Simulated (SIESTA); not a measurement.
The system is NiMoIrPdW.

```xyz
5
Lattice="4.1467 0.0000 0.0000 -2.0734 3.5911 0.0000 0.0000 0.0000 5.4163" Properties=species:S:1:pos:R:3 pbc="T T T"
Ni    0.0000    0.0000    0.1203
Mo    2.0734    1.1970    2.4913
Pd    0.0000    2.3941    4.0406
Ir    0.0000    2.3941    1.3888
W     2.0734    1.1970    5.4155
```

The cell was built by a generator and needn't be a form met in nature.

Base run:

```yaml
Program: SIESTA 5.4.2
Functional: PBE
Potentials_or_basis: PseudoDojo 0.4 standard (PBE files)
Basis: DZP (energy shift 0.003 Ry; two zetas on semicore shells)
Grid_cutoff: 800 Ry
Energy_shift: 0.003 Ry
k_mesh: 7 × 7 × 5
Occupations: fermi-dirac, width 0.05 eV
Spin: collinear spin, ferromagnetic start
Starting_moments: "[1.0, 1.0, 0.0, 0.6, 0.0] μB"
```

Its results: band gap on the k mesh none (metal or under the smearing width); pressure 2.9 GPa; net moment 0.00 μB per cell; largest force 0.706 eV/Å.

Question: The run is repeated on the same cell with these changes: functional from PBE to BLYP. What comes out?

Answer: Band gap on the k mesh none (metal or under the smearing width); pressure 12.2 GPa; net moment 0.00 μB per cell; largest force 0.759 eV/Å.

BLYP binds less tightly than PBE, so the same cell stands under more pressure.

Caveats: short orbitals over semicore shells can move pressures by several GPa; the valence orbitals were made in a potential fitted to the semicore shell under them, which widens gaps by tenths of an eV or more; the basis of atomic orbitals isn't converged, which shifts pressures, moduli and gaps; the potentials were made for another functional, which shifts forces and pressure (some runs).

Not every run made on this cell is shown here.
